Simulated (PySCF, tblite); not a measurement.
**C₆H₁₃N₃Si: infrared bands and NMR shifts**

Aim: predict the infrared bands and NMR shifts of C₆H₁₃N₃Si (`Cc1cnn([Si](C)(C)C)n1`).

The runs use tblite 0.8.0 and PySCF 2.14.0, with density-fitted response routines of our own; the level of theory stands in each step. All values are computed, except where a source is named. Atoms count from 0, in the outputs and in this text.

### Step 1. Starting geometry

23 atoms, charge 0, multiplicity 1; geometry from: GFN2-xTB.

Bonds of the start (Å): C0–C1 1.48, C1–C2 1.41, C2–N3 1.32, N3–N4 1.32, N4–Si5 1.78, Si5–C6 1.90, Si5–C7 1.90, Si5–C8 1.90, N4–N9 1.32, N9–C1 1.32, C0–H10 1.09, C0–H11 1.09, C0–H12 1.09, C2–H13 1.07, C6–H14 1.09, C6–H15 1.08, C6–H16 1.09, C7–H17 1.09, C7–H18 1.09, C7–H19 1.09, C8–H20 1.09, C8–H21 1.09, C8–H22 1.09.

### Step 2. Vibrational analysis with GFN2-xTB

What the job is given:

```
{"job": {"kind": "ir", "xc": "GFN2-xTB", "basis": "xTB"}, "charge": 0, "multiplicity": 1}
C      3.758059    -0.379713    -0.077394
C      2.393356     0.203582    -0.057324
C      2.002584     1.557156    -0.073216
N      0.685785     1.606227    -0.064395
N      0.286867     0.346385    -0.047058
Si    -1.425658    -0.131432     0.025580
C     -1.479876    -1.848259    -0.783625
C     -2.366988     1.217820    -0.922709
C     -1.907945    -0.186773     1.866354
N      1.287026    -0.520796    -0.039667
H      4.182215    -0.304614    -1.078818
H      3.713484    -1.428050     0.204369
H      4.409903     0.156064     0.610163
H      2.603764     2.442975    -0.090638
H     -0.649883    -2.454528    -0.433907
H     -2.401709    -2.369752    -0.548139
H     -1.404851    -1.781943    -1.864735
H     -2.213730     2.190074    -0.464977
H     -3.433694     1.018634    -0.937721
H     -2.026797     1.286567    -1.951691
H     -2.967810    -0.384003     1.992294
H     -1.686532     0.757396     2.355970
H     -1.362325    -0.966033     2.391364
```

**Question.** This job is followed by: GIAO PBE0/pcSseg-1 NMR shielding, non-relativistic, gas phase. What will the session give for the following? strongest single infrared mode (GFN2-xTB); zero-point energy (GFN2-xTB); 13C shifts against TMS (PBE0/pcSseg-1, means over atoms taken as alike); 1H shifts against TMS (PBE0/pcSseg-1, means over atoms taken as alike); 15N shifts against NH3 (PBE0/pcSseg-1); 29Si shifts against TMS (PBE0/pcSseg-1).

The runs gave:

| quantity | value |
| --- | --- |
| strongest single infrared mode (GFN2-xTB) | 872 cm⁻¹, 299 km/mol |
| zero-point energy (GFN2-xTB) | 116.4 kcal/mol |
| 13C shifts against TMS (PBE0/pcSseg-1, means over atoms taken as alike) | 150.2, 140.9, 13.1, 0.1 ppm |
| 1H shifts against TMS (PBE0/pcSseg-1, means over atoms taken as alike) | 7.68, 2.54, 0.49 ppm |
| 15N shifts against NH3 (PBE0/pcSseg-1) | 379.6, 370.0, 285.4 ppm |
| 29Si shifts against TMS (PBE0/pcSseg-1) | 16.0 ppm |

**Reading.** No mode is imaginary among the 63: a minimum at this level. The strongest single mode, at 872 cm⁻¹, has its largest shares on H15, H18, H20 and Si5 (the list is cut at 4 atoms). GFN2-xTB is a fitted tight-binding method: band positions and strengths are rough. Its intensities can rank the bands wrongly. At PBE0/pcSseg-1: The widest tensor belongs to N3: span 534 ppm, with a paramagnetic part of -439 ppm. NICS(1)zz of -33 ppm above the planar ring from C1 marks a diatropic (aromatic) ring current.
